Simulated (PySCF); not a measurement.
**Changing the system itself: HgP (quartet)**

How does HgP (quartet) answer to another spin, charge, distance or environment?

Program: PySCF 2.14.0. Level of theory: each script names its method and basis. These are calculated values, not measurements.

7 further runs of the same task are left out: 2 for a known fault of the program, 5 that didn't finish.

**1. Starting geometry**

HgP (quartet): 2 atoms, charge 0, spin multiplicity 4.

Bond lengths: Hg1–P2 2.440 Å.

**2. The run that the others are compared with**

Contents of input.py:

```python
from pyscf import gto, scf, mp

mol = gto.M(
    atom='Hg 0 0 0; P 0 0 2.44',
    basis='jorge-dzp',
    charge=0,
    spin=3,
    symmetry=True,
    verbose=3,
)
mf = scf.UHF(mol)
mf.kernel()
mp.MP2(mf).kernel()
mf.dip_moment()
print('orbital energies (hartree):', [e[max(0, n-3):n+3].round(4) for e, n in zip(mf.mo_energy, mol.nelec)])
```

Started as:

```console
$ OMP_NUM_THREADS=1 python input.py
```

Its log is not repeated here.

It gives: E(SCF) = -18729.479267 Eh, E(MP2) − E(SCF) = -0.56818 Eh, ⟨S²⟩ = 3.771, μ = 1.73 D (of the SCF density).

No relativity is included for the heavy element. The bond length is a typed value, not an optimised one. The quartet is typed in the script; nothing here shows that it is the ground state.

**3. Electric field 0.01 a.u.**

Variant 1 changes electric field: none → 0.01 a.u.; point-group symmetry: on → off.

Contents of input.py:

```python
from pyscf import gto, scf, mp

mol = gto.M(
    atom='Hg 0 0 0; P 0 0 2.44',
    basis='jorge-dzp',
    charge=0,
    spin=3,
    verbose=3,
)
mf = scf.UHF(mol)
field = 0.01  # electric field along z, atomic units
h = mf.get_hcore() + field*mol.intor('int1e_r')[2]
mf.get_hcore = lambda *args: h
e_nuc = mol.energy_nuc() - field*mol.atom_charges() @ mol.atom_coords()[:, 2]
mf.energy_nuc = lambda *args: e_nuc
mf.kernel()
mp.MP2(mf).kernel()
mf.dip_moment()
print('orbital energies (hartree):', [e[max(0, n-3):n+3].round(4) for e, n in zip(mf.mo_energy, mol.nelec)])
```

Started as:

```console
$ OMP_NUM_THREADS=1 python input.py
```

**4. Lengths in bohr**

Variant 2 changes length unit: angstrom → bohr; bond length: 2.44 Å → 2.44 bohr.

Changes to input.py since step 2:

```diff
@@ -7,2 +7,3 @@
     spin=3,
+    unit='bohr',
     symmetry=True,
```

**5. Bond 2.513 Å**

Variant 3 changes bond length: 2.44 Å → 2.513 Å.

Changes to input.py since step 2:

```diff
@@ -3,3 +3,3 @@
 mol = gto.M(
-    atom='Hg 0 0 0; P 0 0 2.44',
+    atom='Hg 0 0 0; P 0 0 2.513',
     basis='jorge-dzp',
```

**6. Bond 2.367 Å**

Variant 4 changes bond length: 2.44 Å → 2.367 Å.

Changes to input.py since step 2:

```diff
@@ -3,3 +3,3 @@
 mol = gto.M(
-    atom='Hg 0 0 0; P 0 0 2.44',
+    atom='Hg 0 0 0; P 0 0 2.367',
     basis='jorge-dzp',
```

Q: Predict the outcome of this session. Wanted: for each run, E(SCF); from base; gap, α spin; SCF dipole; after the SCF.

**Answer**, as computed:

```
                          run  E(SCF) (hartree)  from base (eV)  gap, α spin (eV)  SCF dipole (D)               after the SCF
                         base     -18729.479267               0              7.51            1.73  MP2 correlation -15.461 eV
     electric field 0.01 a.u.     -18729.479861         -0.0162              7.41            2.18  MP2 correlation -15.498 eV
lengths in bohr (poor choice)     -18727.668277  not comparable              7.41            0.53  MP2 correlation -16.796 eV
                 bond 2.513 Å     -18729.483789         -0.1230              7.55            1.65  MP2 correlation -15.426 eV
                 bond 2.367 Å     -18729.472885         +0.1737              7.49            1.76  MP2 correlation -15.504 eV
```

What this shows: Of the runs whose energies can be compared, “bond 2.367 Å” moves the SCF energy most (+0.174 eV). Rows marked «poor choice» come from settings spoiled on purpose.
